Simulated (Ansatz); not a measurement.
# NaSb2: the cost of one run

Computed with Ansatz 0.2.0 (DFT PBE, scalar-relativistic, plane waves, PAW, unless a step's input says otherwise).

**1. The structure to begin with**

The structure is tetragonal, space group I4/mcm (No. 140). Conventional cell: a = 7.195 Å, b = 7.195 Å, c = 5.989 Å, α = 90.00°, β = 90.00°, γ = 90.00°. Around Na (site symmetry 422) lie 2 Na at 2.99 Å and 8 Sb at 3.07 Å. Sb (site symmetry m2m) has 4 Na at 3.07 Å and 3 Sb at 3.40 to 3.44 Å as nearest neighbours.

As a file:

```cif
data_structure
_symmetry_space_group_name_H-M 'P 1'
_symmetry_Int_Tables_number 1
_cell_length_a 5.9032
_cell_length_b 5.9032
_cell_length_c 5.9032
_cell_angle_alpha 104.910
_cell_angle_beta 104.910
_cell_angle_gamma 119.038
_cell_volume 155.00
loop_
_atom_site_label
_atom_site_type_symbol
_atom_site_fract_x
_atom_site_fract_y
_atom_site_fract_z
_atom_site_occupancy
Na1 Na 0.25000 0.25000 0.00000 1
Na2 Na 0.75000 0.75000 0.00000 1
Sb1 Sb 0.66700 0.16700 0.83400 1
Sb2 Sb 0.16700 0.33300 0.50000 1
Sb3 Sb 0.33300 0.83300 0.16600 1
Sb4 Sb 0.83300 0.66700 0.50000 1
```

This is candidate A: Cr2B type (I4/mcm, No. 140).

(A quick probe on a coarse mesh, which set the mesh and smearing, is not shown.)

**3. The relaxation (candidate A)**

input.yaml

```yaml
crystal:
  lattice:
    - [-3.597322311, 3.597322311, 2.9944152544]
    - [3.597322311, -3.597322311, 2.9944152544]
    - [3.597322311, 3.597322311, -2.9944152544]
  atoms:
    - { symbol: Na, position: [0.25, 0.25, 0.0] }
    - { symbol: Na, position: [0.75, 0.75, 0.0] }
    - { symbol: Sb, position: [0.667, 0.167, 0.834] }
    - { symbol: Sb, position: [0.167, 0.333, 0.5] }
    - { symbol: Sb, position: [0.333, 0.833, 0.166] }
    - { symbol: Sb, position: [0.833, 0.667, 0.5] }
basis:
  ecutwfc: 420
kpoints:
  mp_grid: { grid: [8, 8, 8] }
hamiltonian:
  xc: pbe
scf:
  occupations: { method: gaussian, width: 0.1 }
output:
  forces: true
  stress: true
  eigenvalues: true
relax:
  adjacent_minimum: "off"
  f_tol: 0.01
  max_steps: 80
  cell: { stress_tol: 0.05 }
```

Command:

```
$ ansatz run input.yaml --threads 1 --pin off --max-ram 2560MiB --backend cpu --events-out ev --progress --plain --runs-dir out
```

Q: Estimate wall time and peak memory on 1 thread of Intel Xeon Platinum 8375C at 2.90GHz (Ice Lake), shared host.

About 3.6 min, with a peak of 0.68 GiB.
